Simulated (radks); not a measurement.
# Nd⁴⁰⁺ in [Ar] 3d2: an all-electron calculation

One table from this session's results is given with a row withheld; the runs are named, their logs left out.

The numbers are computed with radks (a radial shooting solver on a logarithmic mesh, Libxc functionals) version 1 (Dirac Kohn-Sham, PBEsol, spin-unpolarised, spherical densities, finite nucleus; open shells fill j = l - 1/2 first), except any that are marked as measured or tabulated.

**The atom as given**

```
element            : neodymium (Z = 60)
charge             : +40
electrons          : 20
configuration      : [Ar] 3d2
nuclear rms radius : 4.9123 fm
```

Set-up of the first run:

The run's settings:

```text
Z 60
configuration [Ar] 3d2
relativity Dirac
functional pbe_sol,pbe_sol
spin unpolarised
j_filling energy
nucleus finite rms 4.9123 fm
c 137.035999084
```

One of the session's tables, all rows but one given; the rest of the session is left out.

It belongs to the step «Orbitals and density». Sizes of the orbitals, from the radial functions (bohr):

```
level      <r>  outermost maximum (interpolated)  90 % within  nodes
1s1/2  0.02364                            0.0151       0.0427      0
2s1/2  0.09972                            0.0854        0.155      1
2p1/2  0.08355                            0.0649        0.137      0
2p3/2  0.08979                            0.0703        0.145      0
3s1/2   0.2483                             0.234        0.362      2
3p1/2   0.2359                             0.220        0.351      1
3p3/2        ?                                 ?            ?      ?
3d3/2   0.2140                             0.180        0.328      0
3d5/2   0.2171                             0.182        0.332      0
```

Estimate the missing values for 3p3/2.

**Answer.** <r>: 0.2459; outermost maximum (interpolated): 0.230; 90 % within: 0.365; nodes: 1. In the column «<r>» it lies between 3p1/2 (0.2359) and 3s1/2 (0.2483).

Caveats from the session: Spin polarisation and multiplet splitting are left out.
